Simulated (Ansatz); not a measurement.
# C2H5ClO2Si: the cost of one run

Method: RKS PBE/STO-3G, in Ansatz 0.2.0.

## 1. The system as given

Bond lengths: Cl1–C2 1.758 Å, C2–C3 1.514 Å, C3–O4 1.526 Å, O4–Si5 1.667 Å, C2–O6 1.452 Å, Si5–O6 1.681 Å, C2–H7 1.081 Å, C3–H8 1.121 Å, C3–H9 1.044 Å, Si5–H10 1.450 Å, Si5–H11 1.501 Å. Angles (14 of 20 angles, heavy atoms first): Cl1–C2–C3 109.4°, Cl1–C2–O6 110.3°, C3–C2–O6 108.1°, C2–C3–O4 108.4°, C3–O4–Si5 103.8°, O4–Si5–O6 102.3°, C2–O6–Si5 105.8°, Cl1–C2–H7 111.1°, C3–C2–H7 110.0°, O6–C2–H7 107.9°, C2–C3–H8 113.9°, C2–C3–H9 114.5°, O4–C3–H8 102.0°, O4–C3–H9 110.0°.

Structure file:

```xyz
11

Cl   -2.2862   -0.6877    1.2283
C    -1.1058   -0.1443    0.0445
C     0.0302   -1.1430   -0.0267
O     1.2625   -0.4313   -0.5770
Si    1.0171    1.1642   -0.1629
O    -0.5541    1.1402    0.4354
H    -1.5583   -0.0285   -0.9302
H     0.3912   -1.4910    0.9757
H    -0.1752   -1.9929   -0.5968
H     1.0930    2.0294   -1.3246
H     1.9510    1.5279    0.9549
```

## 2. Relaxing the start

File input.yaml:

```yaml
crystal:
  periodic: [false, false, false]
  atoms:
    - { symbol: Cl, position_ang: [-2.2862, -0.6877, 1.2283] }
    - { symbol: C, position_ang: [-1.1058, -0.1443, 0.0445] }
    - { symbol: C, position_ang: [0.0302, -1.143, -0.0267] }
    - { symbol: O, position_ang: [1.2625, -0.4313, -0.577] }
    - { symbol: Si, position_ang: [1.0171, 1.1642, -0.1629] }
    - { symbol: O, position_ang: [-0.5541, 1.1402, 0.4354] }
    - { symbol: H, position_ang: [-1.5583, -0.0285, -0.9302] }
    - { symbol: H, position_ang: [0.3912, -1.491, 0.9757] }
    - { symbol: H, position_ang: [-0.1752, -1.9929, -0.5968] }
    - { symbol: H, position_ang: [1.093, 2.0294, -1.3246] }
    - { symbol: H, position_ang: [1.951, 1.5279, 0.9549] }
basis:
  gaussian: { orbitals: STO-3G }
hamiltonian:
  xc: pbe
relax:
  f_tol: 0.02
  max_steps: 40
```

Command:

```bash
> ansatz run input.yaml --threads 1 --pin off --max-ram 2048MiB --backend cpu --events-out ev --progress --plain --runs-dir out
```

What time and memory should one allow on 1 thread of Arm Neoverse V2, shared host?

About 42 s, with a peak of 0.15 GiB.
